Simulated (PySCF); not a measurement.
# B3Cl2H4N: the cost of one run

Computed with PySCF 2.14.0, with density-fitted response routines of our own, on a single molecule in the gas phase. Atoms count from 0, in the outputs and in this text.

## 1. Starting geometry

10 atoms, charge 0, multiplicity 1; geometry from: PBE0-D3(BJ)/def2-SVP.

Bonds of the start (Å): B0–N1 1.42, N1–B2 1.42, B2–B3 1.70, B3–Cl4 1.75, B3–Cl5 1.76, B0–H6 1.21, B0–H7 1.21, N1–H8 1.02, B2–H9 1.21.

## 2. Shielding tensors: HF/pcSseg-2

Job settings and geometry (Å):

```
{"job": {"kind": "nmr", "xc": "HF", "basis": "pcSseg-2", "pop": false}, "charge": 0, "multiplicity": 1}
B     -0.156960     1.763748     0.398501
N      0.512444     0.586383    -0.022618
B      1.919190     0.454855    -0.192127
B      2.981753     1.741975     0.104533
Cl     3.439476     2.851460    -1.175546
Cl     3.725982     1.945458     1.681253
H     -1.359291     1.767588     0.513593
H      0.502879     2.748102     0.634131
H     -0.059499    -0.230580    -0.217055
H      2.349789    -0.618523    -0.558502
```

Method: GIAO HF/pcSseg-2 NMR shielding, non-relativistic, gas phase.

The run is started by

```sh
> OMP_NUM_THREADS=1 python probes_run.py task.json out
```

One launch serves the whole session: the jobs run in the order shown.

**Question.** How long does this first job take on 1 thread of Arm Neoverse N1, shared host, and how much memory does it need?

About 41 s, with a peak of 1.1 GiB.
